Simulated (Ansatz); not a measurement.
Runs of Ansatz 0.2.0 on GeCN2. The structure is trigonal, space group R-3m (No. 166). The conventional cell has a = 3.588 Å, b = 3.588 Å, c = 14.766 Å, α = 90.00°, β = 90.00°, γ = 120.00°. Around Ge (site symmetry -3m) lie 6 N at 2.40 Å. N (site symmetry 3m) has 1 C at 1.24 Å as nearest neighbours. C (site symmetry -3m) has 2 N at 1.24 Å as nearest neighbours. The cell comes from a database or a generator and needn't be the stable form of this composition.

```tsv
task	level	cell	points for each segment of the path	gap on the mesh (eV)	pressure (GPa)	relaxed volume (Å³/atom)	largest force (eV/Å)
band structure	HSE06	as given	4	(b)	-3.4	-	0.96
band structure	PBE0	as given	4	(c)	-3.5	-	1.00
relaxation of cell and atoms	HSE06	relaxed	-	(a)	0.0	13.50	-
relaxation of cell and atoms	PBE0	relaxed	-	2.25	0.0	13.51	-
```

Alike in all rows: potentials or basis Ansatz PAW; no spin polarisation; k mesh 6 × 6 × 6; cutoff (eV) 420; smearing fermi-dirac 0.05 eV.

Problem. Estimate the missing entries.

Solution. (a) 1.59; (b) 1.68; (c) 2.34.

Caveats: the PAW data sets come from PBE, with cores solved anew for the run's functional, which leaves a small shift of forces and pressure; the thresholds are loose for stress (some runs); the plane-wave basis is chosen anew once the cell has moved, so the energies of steps on either side of that aren't comparable (some runs); forces of over 1 eV/Å show positions far from the minimum, so gaps and moduli don't describe the material at rest (some runs).

A k mesh can miss the band edges, and the runs leave out spin-orbit coupling on Ge.
